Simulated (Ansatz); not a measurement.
# Mo: the cost of one run

Method: DFT LDA, scalar-relativistic, plane waves, PAW, in Ansatz 0.2.0.

The COD entry's cell or inner coordinates are ideal or old and differ from later refinements, so a difference from it is no clean test against experiment.

### 1 The structure to begin with

The structure is cubic, space group Im-3m (No. 229). Conventional cell: a = 3.111 Å, b = 3.111 Å, c = 3.111 Å, α = 90.00°, β = 90.00°, γ = 90.00°. Around Mo (site symmetry m-3m) lie 8 Mo at 2.69 Å.

Structure file:

```cif
data_structure
_symmetry_space_group_name_H-M 'Im-3m'
_symmetry_Int_Tables_number 229
_cell_length_a 3.1114
_cell_length_b 3.1114
_cell_length_c 3.1114
_cell_angle_alpha 90.000
_cell_angle_beta 90.000
_cell_angle_gamma 90.000
_cell_volume 30.12
loop_
_atom_site_label
_atom_site_type_symbol
_atom_site_symmetry_multiplicity
_atom_site_Wyckoff_symbol
_atom_site_fract_x
_atom_site_fract_y
_atom_site_fract_z
_atom_site_occupancy
Mo1 Mo 2 a 0.00000 0.00000 0.00000 1
```

It is the result of an earlier relaxation at this level (volume 15.06 Å³/atom; gap on the mesh: none (metal)).

### 2 Plan of the line

The energy is mapped over two homogeneous strains (x along [1 0 0], y along [0 1 0], z along [0 0 1] of the conventional cell).

- strain +e along x and -e along y: 7 values from −15 to 15 %
- strain +e along z and -e/2 along x and y: 7 values from −11.0 to 11.0 %

Nothing else is relaxed (symmetry fixes all fractional coordinates). Energies count from the relaxed crystal. Points are written as (first, second).

### 3 Point (−5 %, −11.0 %)

The input, input.yaml:

```yaml
crystal:
  lattice:
    - [-1.5634623218, 1.719030712, 1.384558673]
    - [1.5634623218, -1.719030712, 1.384558673]
    - [1.5634623218, 1.719030712, -1.384558673]
  atoms:
    - { symbol: Mo, position: [0.0, 0.0, 0.0] }
basis:
  ecutwfc: 420
kpoints:
  mp_grid: { grid: [20, 20, 20] }
hamiltonian:
  xc: lda
  pseudopotentials: { kind: paw, azcp: { folder: soft_1 } }
scf:
  occupations: { method: gaussian, width: 0.15 }
output:
  forces: true
  stress: true
  eigenvalues: true
```

Run with:

```
ansatz run input.yaml --threads 1 --pin off --max-ram 2048MiB --backend cpu --events-out ev --progress --plain --runs-dir out
```

Q: Estimate wall time and peak memory on 1 thread of Arm Neoverse N1, shared host.

About 18 s, with a peak of 0.46 GiB.
